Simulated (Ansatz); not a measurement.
# AsBH6O: the cost of one run

Computed with Ansatz 0.2.0. Level: RKS CAM-B3LYP-D4/def2-SVP.

**1. Reference run: AsBH6O, relaxed**

input.yaml

```yaml
crystal:
  periodic: [false, false, false]
  atoms:
    - { symbol: B, position_ang: [-0.587352, 0.33379, -0.808697] }
    - { symbol: O, position_ang: [1.138478, 0.620367, -0.834559] }
    - { symbol: H, position_ang: [-0.882424, -0.5887, -1.539265] }
    - { symbol: H, position_ang: [-1.148049, 1.40534, -0.784021] }
    - { symbol: H, position_ang: [0.598114, 0.13402, 0.215962] }
    - { symbol: As, position_ang: [-0.855949, -0.528305, 1.383928] }
    - { symbol: H, position_ang: [1.496313, -0.192288, -1.246986] }
    - { symbol: H, position_ang: [0.016319, 0.445062, 2.200309] }
    - { symbol: H, position_ang: [0.224551, -1.629486, 1.413228] }
basis:
  gaussian: { orbitals: def2-SVP }
hamiltonian:
  xc: { name: CAM-B3LYP }
  dispersion: d4
output:
  forces: true
relax:
  f_tol: 0.02
  max_steps: 120
  constraints:
    - { distance: [0, 5] }
    - { distance: [1, 4] }
    - { distance: [0, 1] }
    - { distance: [4, 5] }
  escape_saddle: false
```

The run is started by

```sh
$ ansatz run input.yaml --threads 1 --pin off --max-ram 2560MiB --backend cpu --events-out ev --progress --plain --runs-dir out
```

What time and memory should one allow on 1 thread of Arm Neoverse V1, shared host?

About 29 s, with a peak of 0.21 GiB.
